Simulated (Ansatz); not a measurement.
# C3H10Sn: basis-set convergence

Aim: see how fast density functionals converge with the basis set for C3H10Sn.

Method: one geometry, several basis sets; program: Ansatz 0.2.0, Gaussian basis.

Levels to be run: PBE0-D4/def2-SVP; ωB97M-V/def2-SVP; PBE0-D4/def2-QZVPP; ωB97M-V/def2-QZVPP; the functionals' def2-TZVPP values are taken from earlier runs.

## (1) Structure used throughout

All runs share one geometry, relaxed beforehand with PBE0-D4 in a triple-zeta def2 set. Sn takes the def2 core potential; no spin-orbit term is included.

SMILES `[CH3][SnH]([CH3])[CH3]`, 14 atoms, charge 0, spin multiplicity 1.

Atoms are counted from 1 here; the program's logs count them from 0.

Bond lengths: C1–Sn2 2.145 Å, C1–H5 1.091 Å, C1–H6 1.091 Å, C1–H7 1.091 Å, Sn2–C3 2.145 Å, Sn2–C4 2.145 Å, Sn2–H8 1.719 Å, C3–H9 1.091 Å, C3–H10 1.091 Å, C3–H11 1.091 Å, C4–H12 1.091 Å, C4–H13 1.091 Å, C4–H14 1.091 Å. Angles: Sn2–C1–H5 110.4°, Sn2–C1–H6 110.4°, Sn2–C1–H7 110.0°, H5–C1–H6 108.7°, H5–C1–H7 108.7°, H6–C1–H7 108.7°, C1–Sn2–C3 109.6°, C1–Sn2–C4 109.6°, C1–Sn2–H8 109.3°, C3–Sn2–C4 109.6°, C3–Sn2–H8 109.3°, C4–Sn2–H8 109.3°, Sn2–C3–H9 110.4°, Sn2–C3–H10 110.4°, Sn2–C3–H11 110.0°, H9–C3–H10 108.7°, H9–C3–H11 108.7°, H10–C3–H11 108.7° and more.

## (2) PBE0-D4 in def2-SVP

File in.yaml:

```yaml
crystal:
  periodic: [false, false, false]
  atoms:
    - {symbol: C, position_ang: [-1.380533, 1.370661, -0.570703]}
    - {symbol: Sn, position_ang: [-0.296140, -0.167691, 0.457950]}
    - {symbol: C, position_ang: [1.610109, 0.591117, 1.083254]}
    - {symbol: C, position_ang: [-0.009647, -1.843180, -0.850187]}
    - {symbol: H, position_ang: [-2.353374, 0.998521, -0.894183]}
    - {symbol: H, position_ang: [-1.535363, 2.229206, 0.083874]}
    - {symbol: H, position_ang: [-0.821480, 1.697033, -1.448956]}
    - {symbol: H, position_ang: [-1.190195, -0.669054, 1.838250]}
    - {symbol: H, position_ang: [2.171643, -0.180352, 1.611513]}
    - {symbol: H, position_ang: [1.479451, 1.445164, 1.748897]}
    - {symbol: H, position_ang: [2.187361, 0.910380, 0.214211]}
    - {symbol: H, position_ang: [0.557719, -1.536167, -1.730089]}
    - {symbol: H, position_ang: [-0.971953, -2.239966, -1.175879]}
    - {symbol: H, position_ang: [0.539402, -2.634970, -0.339155]}
basis:
  gaussian: {orbitals: def2-SVP}
hamiltonian: {xc: pbe0, dispersion: d4}
output: {orbitals: {seedname: orbitals}}
```

Further steps of the session: ωB97M-V in def2-SVP; PBE0-D4 in def2-QZVPP; ωB97M-V in def2-QZVPP.

**Question.** What will the summary of the whole plan be? Wanted: PBE0-D4: double and triple zeta above quadruple; ωB97M-V: double and triple zeta above quadruple.

As calculated:

| quantity | value |
| --- | --- |
| PBE0-D4: double and triple zeta above quadruple | 4.26, 0.26 eV |
| ωB97M-V: double and triple zeta above quadruple | 4.57, 0.26 eV |

For PBE0-D4 the step from double to triple zeta gains 4.01 eV and the next only 0.26 eV. These are total energies; as a rule much of such shifts cancels in differences, which this series doesn't test. The LUMO of ωB97M-V is positive and keeps falling with the basis (2.95 to 1.45 eV): an unbound level that the basis holds in place.
